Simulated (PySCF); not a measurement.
# CrNH₃: structure of the singlet

Aim: relax CrNH₃ as a singlet from a see-saw (ligand arrangement 1) start, check by its vibrations whether the end is a minimum, and collect its spectrum and constants.

Computed with PySCF 2.14.0. Level: PBE0, basis Cr def2-TZVP, N def2-TZVP, H def2-TZVP, no relativity, density fitting.

## (1) Where the work starts

5 atoms, charge 0, spin multiplicity 1.

Bond lengths: Cr1–N2 1.710 Å, Cr1–H3 1.540 Å, Cr1–H4 1.540 Å, Cr1–H5 1.540 Å. Angles: N2–Cr1–H3 86.9°, N2–Cr1–H4 86.9°, N2–Cr1–H5 104.0°, H3–Cr1–H4 170.0°, H3–Cr1–H5 86.9°, H4–Cr1–H5 86.9°.

Z-matrix (Å, degrees; charge 0 multiplicity 1):
```
Cr
N  1 1.7100
H  1 1.5400 2 86.92
H  1 1.5400 2 86.92 3 172.11
H  1 1.5400 2 104.00 3 86.06
```

## (2) See-saw (ligand arrangement 1) start, singlet: relaxation

The steps below are one call of a driver around PySCF. For each, scf.py gives the equivalent set-up of the SCF; relaxations use the driver's own optimiser. Before each start the driver seeks the lowest SCF state from one or more starting densities and follows internal instabilities, so scf.py alone need not reach the same state.

The program finds Cs symmetry in the start, which this walk keeps. Threshold on the gradient: 0.0003 Eh/bohr, with a further test on the energy change.

scf.py reads:

```python
from pyscf import gto, scf, dft
mol = gto.M(atom='''
Cr     0.255863     0.000000    -0.231537
N     -1.091637     0.000000     0.821263
H      0.255863     1.534100    -0.097337
H      0.255863    -1.534100    -0.097337
H      1.469363     0.000000     0.716563''',
    basis={'Cr': 'def2-TZVP', 'N': 'def2-TZVP', 'H': 'def2-TZVP'},
    charge=0, spin=0)
mf = dft.RKS(mol, xc='PBE0')
mf.grids.atom_grid = (50, 194)
aux = {'Cr': 'def2-universal-JKFIT', 'N': 'def2-universal-JKFIT', 'H': 'def2-universal-JKFIT'}
mf = mf.density_fit(auxbasis=aux)
mf.kernel()
```

Energy and gradient, step by step:

```csv
step,energy (Eh),change (kJ/mol),largest symmetric gradient (Eh/bohr)
0,-1100.499510,0.00,0.19159
1,-1100.565586,-173.48,0.06829
2,-1100.583865,-221.47,0.04962
3,-1100.595516,-252.06,0.02912
4,-1100.601479,-267.72,0.02703
5,-1100.613333,-298.84,0.01055
6,-1100.615490,-304.50,0.00930
7,-1100.615981,-305.79,0.00278
8,-1100.616042,-305.95,0.00051
9,-1100.616048,-305.97,0.00038
10,-1100.616050,-305.97,0.00016
```

The walk took 9.8 s on 4 threads, shared host.

It settles in Cs symmetry, 306.0 kJ/mol below the start, after 10 steps: Cr–H 1.521 Å, Cr–H 1.577 Å (×2), Cr–N 1.482 Å; H–Cr–H 50.3° (×2), H–Cr–H 99.6°, H–Cr–N 97.6°, H–Cr–N 100.1° (×2).

## (3) Hessian and properties

On the finer grid the gradient is checked again; gradients at displacements of ±0.01 bohr then give force constants and infrared intensities.

Edit scf.py of step 2 so:

```diff
@@ -3,5 +3,5 @@
-Cr     0.255863     0.000000    -0.231537
-N     -1.091637     0.000000     0.821263
-H      0.255863     1.534100    -0.097337
-H      0.255863    -1.534100    -0.097337
-H      1.469363     0.000000     0.716563''',
+Cr     0.136713     0.000000    -0.260495
+N     -0.768038     0.000000     0.913739
+H      1.082578     1.204415     0.117264
+H      1.082578    -1.204415     0.117264
+H      1.452976     0.000000     0.500546''',
@@ -11 +11 @@
-mf.grids.atom_grid = (50, 194)
+mf.grids.atom_grid = (75, 302)
```

This SCF starts from the last density.

SCF at the final geometry:

```text
init E= -1100.6161055735
  HOMO = -0.252685992240369  LUMO = -0.0827109974592702  gap/eV = 4.62526
cycle= 1 E= -1100.61610557014  delta_E= 3.36e-09  |g|= 0.000154  |ddm|= 6.45e-05
  HOMO = -0.252656731003611  LUMO = -0.0826971828705576  gap/eV = 4.62483
cycle= 2 E= -1100.61610545172  delta_E= 1.18e-07  |g|= 0.000935  |ddm|= 0.000335
  HOMO = -0.252686096436967  LUMO = -0.0827121439740147  gap/eV = 4.62523
cycle= 3 E= -1100.61610557324  delta_E= -1.22e-07  |g|= 4.44e-05  |ddm|= 0.000284
  HOMO = -0.252683575283378  LUMO = -0.0827101056002431  gap/eV = 4.62521
cycle= 4 E= -1100.61610557369  delta_E= -4.42e-10  |g|= 1.2e-06  |ddm|= 2.94e-05
  HOMO = -0.252683527590101  LUMO = -0.0827101256164483  gap/eV = 4.62521
cycle= 5 E= -1100.61610557368  delta_E= 9.09e-12  |g|= 3.65e-07  |ddm|= 1.23e-06
  HOMO = -0.252683500990933  LUMO = -0.082710090514749  gap/eV = 4.62521
Extra cycle  E= -1100.61610557369  delta_E= -1.3e-11  |g|= 8.84e-07  |ddm|= 1.16e-06
converged SCF energy = -1100.61610557369
```

The whole step took 29 s.

Geometry: Cs; Cr–H 1.520 Å, Cr–H 1.577 Å (×2), Cr–N 1.482 Å; H–Cr–H 50.3° (×2), H–Cr–H 99.6°, H–Cr–N 97.6°, H–Cr–N 100.2° (×2).

Harmonic modes (main isotopes):

| symmetry | ω (cm⁻¹) | IR (km/mol) | type |
| --- | --- | --- | --- |
| a'' | 782i | 579 | bend |
| a' | 512 | 32.0 | bend |
| a' | 654 | 26.5 | bend |
| a'' | 725 | 14.6 | bend |
| a' | 991 | 20.6 | bend |
| a' | 1261 | 113 | stretch |
| a' | 1914 | 65.5 | stretch |
| a'' | 1934 | 195 | stretch |
| a' | 2170 | 12.6 | stretch |

With 1 mode imaginary (up to 782i cm⁻¹) this point is a saddle.

Constants and moments:

```yaml
Dipole_moment: 4.10 D
Highest_occupied_level: -6.88 eV
Lowest_empty_level: -2.25 eV
Rotational_constants: 2.476, 0.5966, 0.577 cm⁻¹
Zero-point_energy_real_modes: 60.8 kJ/mol
Principal_polarisabilities: 24.3, 42.4, 44.4 bohr³
Atomisation_energy_without_zero-point_energy: 902 kJ/mol
Principal_traceless_quadrupole_moments_about_the_centre_of_mass: -2.67, -2.61, 5.28 D Å
```

Populations by atom (charges in e):

| atom | Mulliken | Löwdin | polar tensor | Mayer order to Cr1 |
| --- | --- | --- | --- | --- |
| Cr1 | 0.51 | -0.02 | 0.70 | – |
| N2 | -0.49 | -0.15 | -0.54 | 2.98 |
| H3,4 | -0.06 | 0.02 | -0.19 | 0.74 |
| H5 | 0.10 | 0.13 | 0.23 | 0.58 |

Mulliken populations on Cr1: s 6.15, p 12.38, d 4.97, f 0.01.

## (4) Downhill along the imaginary mode

The start is the last point, displaced along its most imaginary mode.

The program finds C1 symmetry in the start. Threshold on the gradient: 0.0003 Eh/bohr, with a further test on the energy change.

Edit scf.py of step 3 so:

```diff
@@ -3,5 +3,5 @@
-Cr     0.136713     0.000000    -0.260495
-N     -0.768038     0.000000     0.913739
-H      1.082578     1.204415     0.117264
-H      1.082578    -1.204415     0.117264
-H      1.452976     0.000000     0.500546''',
+Cr     0.136822    -0.001314    -0.260578
+N     -0.767929     0.001009     0.913655
+H      1.116958     1.171266     0.151532
+H      1.048416    -1.237565     0.082829
+H      1.453085     0.120000     0.500463''',
@@ -11 +11 @@
-mf.grids.atom_grid = (75, 302)
+mf.grids.atom_grid = (50, 194)
```

Steps of the walk:

```csv
step,energy (Eh),change (kJ/mol),largest gradient (Eh/bohr)
0,-1100.616892,0.00,0.00475
1,-1100.617183,-0.77,0.00542
2,-1100.617544,-1.71,0.00600
3,-1100.617978,-2.85,0.00641
4,-1100.618467,-4.13,0.00652
5,-1100.618965,-5.44,0.00617
6,-1100.620117,-8.47,0.00746
7,-1100.620422,-9.27,0.00488
8,-1100.620618,-9.78,0.00047
9,-1100.620621,-9.79,0.00070
10,-1100.620624,-9.80,0.00014
```

The walk took 11 s.

It settles in C1 symmetry, 9.8 kJ/mol below the start, after 10 steps: Cr–H 1.593 Å, Cr–H 1.622 Å, Cr–H 1.667 Å, Cr–N 1.484 Å, H–H 0.891 Å; Cr–H–H 71.5°, Cr–H–H 77.1°, H–Cr–H 31.4°, H–Cr–H 71.6°, H–Cr–H 101.9°, H–Cr–N 97.5°.

## (5) Frequencies

The same treatment as at the point before.

Edit scf.py of step 4 so:

```diff
@@ -3,5 +3,5 @@
-Cr     0.136822    -0.001314    -0.260578
-N     -0.767929     0.001009     0.913655
-H      1.116958     1.171266     0.151532
-H      1.048416    -1.237565     0.082829
-H      1.453085     0.120000     0.500463''',
+Cr     0.136675    -0.018554    -0.259324
+N     -0.775562     0.050286     0.909035
+H      1.196670     1.188868     0.187681
+H      0.998393    -1.328993     0.020887
+H      1.496885     0.415251     0.510895''',
@@ -11 +11 @@
-mf.grids.atom_grid = (50, 194)
+mf.grids.atom_grid = (75, 302)
```

SCF at the final geometry:

```text
init E= -1100.62070271835
  HOMO = -0.237813434339749  LUMO = -0.0789265420006769  gap/eV = 4.32353
cycle= 1 E= -1100.62070271595  delta_E= 2.4e-09  |g|= 0.00013  |ddm|= 5.75e-05
  HOMO = -0.237840630498546  LUMO = -0.0789376731951161  gap/eV = 4.32397
cycle= 2 E= -1100.620702634  delta_E= 8.2e-08  |g|= 0.00077  |ddm|= 0.000287
  HOMO = -0.237813238232018  LUMO = -0.0789256768808871  gap/eV = 4.32355
cycle= 3 E= -1100.62070271832  delta_E= -8.43e-08  |g|= 3.38e-05  |ddm|= 0.000243
  HOMO = -0.237815818709496  LUMO = -0.0789272588653523  gap/eV = 4.32358
cycle= 4 E= -1100.62070271857  delta_E= -2.46e-10  |g|= 1.68e-06  |ddm|= 2.36e-05
  HOMO = -0.237815780793824  LUMO = -0.0789272358534174  gap/eV = 4.32358
cycle= 5 E= -1100.62070271858  delta_E= -1.55e-11  |g|= 8.26e-07  |ddm|= 1.79e-05
  HOMO = -0.237815734461691  LUMO = -0.0789272446412817  gap/eV = 4.32358
Extra cycle  E= -1100.62070271859  delta_E= -9.55e-12  |g|= 9.89e-07  |ddm|= 2.17e-06
converged SCF energy = -1100.62070271859
```

The whole step took 43 s.

Geometry: C1; Cr–H 1.593 Å, Cr–H 1.622 Å, Cr–H 1.668 Å, Cr–N 1.484 Å, H–H 0.891 Å; Cr–H–H 71.5°, Cr–H–H 77.1°, H–Cr–H 31.4°, H–Cr–H 71.5°, H–Cr–H 101.8°, H–Cr–N 97.4°.

Modes, for the most abundant isotopes:

```csv
symmetry,ω (cm⁻¹),IR (km/mol),μ (u)
a,544,26.0,1.19
a,593,175,1.14
a,687,54.1,1.06
a,908,10.2,1.01
a,1036,221,1.06
a,1256,121,15.96
a,1852,142,1.02
a,1864,101,1.02
a,2574,402,1.01
```

No imaginary mode, so this is a minimum.

Properties at this point:

```yaml
Dipole_moment: 4.23 D
Highest_occupied_level: -6.47 eV
Lowest_empty_level: -2.15 eV
Rotational_constants: 2.275, 0.5975, 0.5589 cm⁻¹
Zero-point_energy: 67.7 kJ/mol
Principal_polarisabilities: 27.3, 41.7, 45.3 bohr³
Atomisation_energy_without_zero-point_energy: 914 kJ/mol
Principal_traceless_quadrupole_moments_about_the_centre_of_mass: -5.49, 0.24, 5.25 D Å
Entropy_at_298.15_K_and_1_bar: 253.2 J/(mol K)
Heat_capacity_Cp_at_298.15_K: 50.4 J/(mol K)
Enthalpy_at_298.15_K_above_0_K: 11.43 kJ/mol
Rotational_symmetry_number: 1
```

Charges (e) and bond orders:

```tsv
atom	Mulliken	Löwdin	polar tensor	Mayer order to Cr1
Cr1	0.53	0.01	0.72	–
N2	-0.51	-0.16	-0.58	2.98
H3	0.00	0.09	-0.04	0.45
H4	-0.12	-0.07	-0.32	0.83
H5	0.10	0.13	0.22	0.40
```

Outer orbital energies (eV). occupied: -50.32, -19.40, -13.62, -8.89, -8.76, -8.62, -7.93, -6.47; empty: -2.15, -1.83, -0.44, 0.23.

Mulliken populations on Cr1: s 6.15, p 12.37, d 4.95, f 0.01.

## (6) Would spin polarisation lower it?

At the lowest minimum the closed shell is tested against spin polarisation, on the (50, 194) grid. It is unstable: an open-shell solution lies lower. That solution was not followed to a minimum here.

## (7) All stationary points

| spin | group | bonds | imaginary modes (cm⁻¹) | ΔE (kJ/mol) | with zero-point energy |
| --- | --- | --- | --- | --- | --- |
| singlet | C1 | Cr–H 1.593 Å, Cr–H 1.622 Å, Cr–H 1.668 Å, Cr–N 1.484 Å, H–H 0.891 Å | none | 0.0 | 0.0 |
| singlet | Cs | Cr–H 1.520 Å, Cr–H 1.577 Å (×2), Cr–N 1.482 Å | 782i | 12.1 | – |

## (8) Outcome

```
                            quantity                                                                                                                                                     value
                             minimum                                                                                            singlet, C1 (closed shell, unstable towards spin polarisation)
                            geometry  Cr–H 1.593 Å, Cr–H 1.622 Å, Cr–H 1.668 Å, Cr–N 1.484 Å, H–H 0.891 Å; Cr–H–H 71.5°, Cr–H–H 77.1°, H–Cr–H 31.4°, H–Cr–H 71.5°, H–Cr–H 101.8°, H–Cr–N 97.4°
                  wavenumbers (cm⁻¹)                                                                      544 (a), 593 (a), 687 (a), 908 (a), 1036 (a), 1256 (a), 1852 (a), 1864 (a), 2574 (a)
                       dipole moment                                                                                                                                                    4.23 D
highest occupied, lowest empty level                                                                                                                                           -6.47, -2.15 eV
          polar-tensor charge of Cr1                                                                                                                                                   +0.72 e
                   zero-point energy                                                                                                                                               67.7 kJ/mol
```

In words: The see-saw (ligand arrangement 1) start ends in a minimum without symmetry. In the infrared the band at 2574 cm⁻¹ (a) leads. Only this shape and spin were tried, so other structures or states may lie lower. The closed shell proved unstable towards spin polarisation, so a lower open-shell solution exists.

The search up to here took 98 s on 4 threads, shared host.
